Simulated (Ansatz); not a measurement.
# ZrC (Fm-3m): cell relaxations under several functionals, by script

Computed with Ansatz 0.2.0, driven from Python. The levels of theory stand in the script.

## 1. The structure

It takes space group Fm-3m (No. 225, cubic). The conventional cell has a = 4.730 Å, b = 4.730 Å, c = 4.730 Å, α = 90.00°, β = 90.00°, γ = 90.00°. Zr (site symmetry m-3m) has 6 C at 2.37 Å as nearest neighbours. C (site symmetry m-3m) is surrounded by 6 Zr at 2.37 Å.

The script reads zrc.cif:

```cif
data_ZrC
_cell_length_a 3.344615
_cell_length_b 3.344615
_cell_length_c 3.344615
_cell_angle_alpha 60.00000
_cell_angle_beta 60.00000
_cell_angle_gamma 60.00000
_symmetry_space_group_name_H-M 'P 1'
_symmetry_Int_Tables_number 1
loop_
_symmetry_equiv_pos_as_xyz
'x, y, z'
loop_
_atom_site_label
_atom_site_type_symbol
_atom_site_fract_x
_atom_site_fract_y
_atom_site_fract_z
Zr1 Zr    0.500000    0.500000    0.500000
C2 C    0.000000    0.000000    0.000000
```

## 2. The script

Input file zrc.py:

```python
"""Relaxed cell of ZrC under several functionals."""

import warnings

import ansatz as az
from ase.io import read
import numpy as np

def edges_and_angles(cell):
    cell = np.asarray(cell)
    a, b, c = np.linalg.norm(cell, axis=1)
    cosines = cell[1] @ cell[2] / (b * c), cell[0] @ cell[2] / (a * c), cell[0] @ cell[1] / (a * b)
    return (a, b, c, *np.degrees(np.arccos(cosines)))

warnings.simplefilter("ignore", az.DeckWarning)

atoms = read("zrc.cif")
structure = az.Crystal.from_ase(atoms)

calculation = (
    structure.calculation()
    .basis(630)
    .accuracy("medium")  # preset for grids and thresholds
    .kpoints(7, 7, 7, center="monkhorst-pack")  # sampling of the Brillouin zone
    .occupations("cold", width=0.01)  # fractional filling near the Fermi level
    .scf(max_iterations=80, extra_bands=6)
    .relax(cell=True, force_tolerance=0.1, max_displacement=0.05)  # relax until forces (and stress) meet their tolerances
)

levels = [("pbe", "d3bj"), ("pbe", "d4"), ("pbe", "none"), ("revpbe", "d3bj")]
print("level            a       b       c    alpha   beta  gamma  V/atom  steps")
for name, dispersion in levels:
    seen = []
    run = calculation.functional(name, dispersion=dispersion).session().plan()
    result = run.execute(on_event=lambda e: seen.append(e) if e["event"] == "relax_step" else None)
    cell = result.lattice.cell_ang
    label = name if dispersion == "none" else f"{name}+{dispersion}"
    print("{:13s} {:7.4f} {:7.4f} {:7.4f} {:6.2f} {:6.2f} {:6.2f}".format(label, *edges_and_angles(cell)), f"{abs(np.linalg.det(cell)) / len(result.lattice.sites):7.3f} {len(seen):5d}")
```

## 3. The calls as engine input

The package turns the script's settings into the engine's input (first run):

```yaml
crystal:
  lattice:
    - [3.344615, 0.0, 0.0]
    - [1.6723075000000005, 2.8965215558784903, 0.0]
    - [1.6723075000000005, 0.9655071852928303, 2.730866712019586]
  atoms:
    - { symbol: Zr, position: [0.5000000000000001, 0.49999999999999994, 0.5] }
    - { symbol: C, position: [0.0, 0.0, 0.0] }
accuracy: medium
basis:
  ecutwfc: 630.0
kpoints:
  mp_grid:
    grid: [7, 7, 7]
    shift: [0.0, 0.0, 0.0]
hamiltonian:
  xc: pbe
  dispersion: d3bj
scf:
  max_iter: 80
  n_extra_bands: 6
  occupations:
    method: cold
    width: 0.01
relax:
  f_tol: 0.1
  max_displacement: 0.05
  cell: {}
```

## 4. Running it

On the command line:

```bash
> python zrc.py
```

**Question.** How long does this script take on 1 thread of Intel Xeon Platinum 8488C (Sapphire Rapids), shared host, and how much memory does it need?

About 16 s, with a peak of 0.48 GiB.
